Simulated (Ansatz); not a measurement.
The same calculation of C2H8Ge2NS, SMILES [CH]=[CH][GeH]([NH2])[S][GeH3] as a Python script and as an input file (Ansatz's Python interface).

Script `run_energy.py`:
```python
import ansatz as az

GEOMETRY = """
C    -3.26600   -0.33460    0.20750
C    -2.16150   -0.94690   -0.21300
Ge   -0.46130   -0.04860   -0.17410
N    -0.04430    0.41900    1.58220
S     1.10340   -1.40720   -0.97440
Ge    2.65720    0.17750   -0.87880
H    -3.23630    0.68350    0.58240
H    -2.21970   -1.96410   -0.58380
H    -0.53890    1.23020   -1.04650
H    -0.06740   -0.46280    2.14130
H    -0.82690    1.01720    1.92890
H     2.84150    0.63660    0.59020
H     3.99900   -0.38440   -1.41370
H     2.22120    1.38460   -1.74810
"""

system = az.Crystal.molecule()
for line in GEOMETRY.strip().splitlines():
    symbol, *xyz = line.split()
    system = system.atom(symbol, [float(v) for v in xyz])

setup = system.calculation()
setup = setup.basis(gaussian="6-31G*")
setup = setup.functional("pbe0")
setup = setup.spin("collinear", total=1)
trace = []
done = setup.session().plan().execute(on_event=trace.append)
data = done.report
for event in trace:
    if event["event"] == "mean_field_evaluation" and event["data"]["evaluation"] <= 25:
        print("pass {evaluation:3d}  E = {energy_ev:.6f} eV  gradient {gradient_ev:.1e}".format(**event["data"]))

print("reference energy %16.6f eV" % data["reference_energy_ev"])
print("total energy     %16.6f eV" % data["free_energy_ev"])
print("occupied (up, down):", data["n_occupied"], " virtual:", data["n_virtual"], " frozen:", data["n_frozen"])
```

Output of `python run_energy.py`:
```text
pass   1  E = -127518.859784 eV  gradient 4.2e+01
pass   2  E = -127512.347586 eV  gradient 5.6e+01
pass   3  E = -127525.641890 eV  gradient 8.8e+00
pass   4  E = -127526.011418 eV  gradient 2.3e+00
pass   5  E = -127526.040859 eV  gradient 1.1e+00
pass   6  E = -127526.040852 eV  gradient 1.1e+00
pass   7  E = -127526.212264 eV  gradient 1.2e+00
pass   8  E = -127526.219495 eV  gradient 4.3e-01
pass   9  E = -127526.221413 eV  gradient 3.1e-01
pass  10  E = -127526.222420 eV  gradient 1.5e-01
pass  11  E = -127526.223092 eV  gradient 8.6e-02
pass  12  E = -127526.223106 eV  gradient 8.6e-02
pass  13  E = -127526.223443 eV  gradient 3.5e-02
pass  14  E = -127526.223493 eV  gradient 1.4e-02
pass  15  E = -127526.223493 eV  gradient 1.4e-02
pass  16  E = -127526.223496 eV  gradient 7.3e-03
pass  17  E = -127526.223496 eV  gradient 1.2e-03
pass  18  E = -127526.223496 eV  gradient 1.2e-03
pass  19  E = -127526.223496 eV  gradient 8.0e-04
pass  20  E = -127526.223496 eV  gradient 2.5e-04
pass  21  E = -127526.223496 eV  gradient 1.3e-04
pass  22  E = -127526.223496 eV  gradient 1.3e-04
pass  23  E = -127526.223496 eV  gradient 6.7e-05
pass  24  E = -127526.223496 eV  gradient 3.0e-05
pass  25  E = -127526.223496 eV  gradient 1.4e-05
reference energy   -127526.223531 eV
total energy       -127526.223531 eV
occupied (up, down): [54, 53]  virtual: [96, 97]  frozen: 0
```

`input.yaml`:
```yaml
crystal:
  periodic: [false, false, false]
  atoms:
    - { symbol: C, position_ang: [-3.266, -0.3346, 0.2075] }
    - { symbol: C, position_ang: [-2.1615, -0.9469, -0.213] }
    - { symbol: Ge, position_ang: [-0.4613, -0.0486, -0.1741] }
    - { symbol: "N", position_ang: [-0.0443, 0.419, 1.5822] }
    - { symbol: S, position_ang: [1.1034, -1.4072, -0.9744] }
    - { symbol: Ge, position_ang: [2.6572, 0.1775, -0.8788] }
    - { symbol: H, position_ang: [-3.2363, 0.6835, 0.5824] }
    - { symbol: H, position_ang: [-2.2197, -1.9641, -0.5838] }
    - { symbol: H, position_ang: [-0.5389, 1.2302, -1.0465] }
    - { symbol: H, position_ang: [-0.0674, -0.4628, 2.1413] }
    - { symbol: H, position_ang: [-0.8269, 1.0172, 1.9289] }
    - { symbol: H, position_ang: [2.8415, 0.6366, 0.5902] }
    - { symbol: H, position_ang: [3.999, -0.3844, -1.4137] }
    - { symbol: H, position_ang: [2.2212, 1.3846, -1.7481] }
basis:
  gaussian: { orbitals: "6-31G*" }
hamiltonian:
  xc: pbe0
magnetization:
  spin_polarized: true
  initial_magnetization: 1.0
```

Launched from the shell:
```console
$ ansatz run input.yaml --threads 1 --pin off --max-ram 4096MiB --backend cpu --events-out ev --progress --plain --runs-dir out
Engine: ansatz 0.2.0, aarch64-unknown-linux-gnu
Functional definition: PBE0
  parameter a = 0.25
  parameter kappa = 0.804
  parameter beta = 0.06672455060314922
  exchange = (1 - a)*pbe_x(kappa = kappa, mu = beta*pi^2/3) + a*exact_x
  correlation = pbe_c(beta = beta)
1466 factors; integrals over basis functions are off by at most 7.5e-4 eV
mean field evaluation 1: about -127518.8598 eV, gradient 4.2e1 eV
mean field evaluation 2: about -127512.3476 eV, gradient 5.6e1 eV
mean field evaluation 4: about -127526.0114 eV, gradient 2.3e0 eV
mean field evaluation 8: about -127526.2195 eV, gradient 4.3e-1 eV
mean field evaluation 16: about -127526.2235 eV, gradient 7.3e-3 eV
mean field -127526.22349638 eV, -4686.5022731130 hartree, gradient 1.4e-5 eV, S^2 0.768597; 0 other end points of the search recorded, 0 dependent functions left out
reference -127526.22353072 eV, -4686.5022743749 hartree; 54, 53 occupied and 96, 97 virtual orbitals, 1466 factors
Total energy: -127526.22353072 eV, -4686.5022743749 hartree
```

Reading the output:
- Total energies depend on the basis set; only differences at equal settings carry meaning.
- The geometry is a force-field or estimated start, not a minimum of this method, and the basis set is short of its limit.
- The species is open-shell (spin multiplicity 2).
- Early passes use coarser integrals and grids, so their energies can't be compared with the last.
- Run time: 24 s on 1 thread of Arm Neoverse V1, with other jobs on the host, peak memory 0.72 GiB.

(Lines on the test bed's own set-up are left out of the output.)
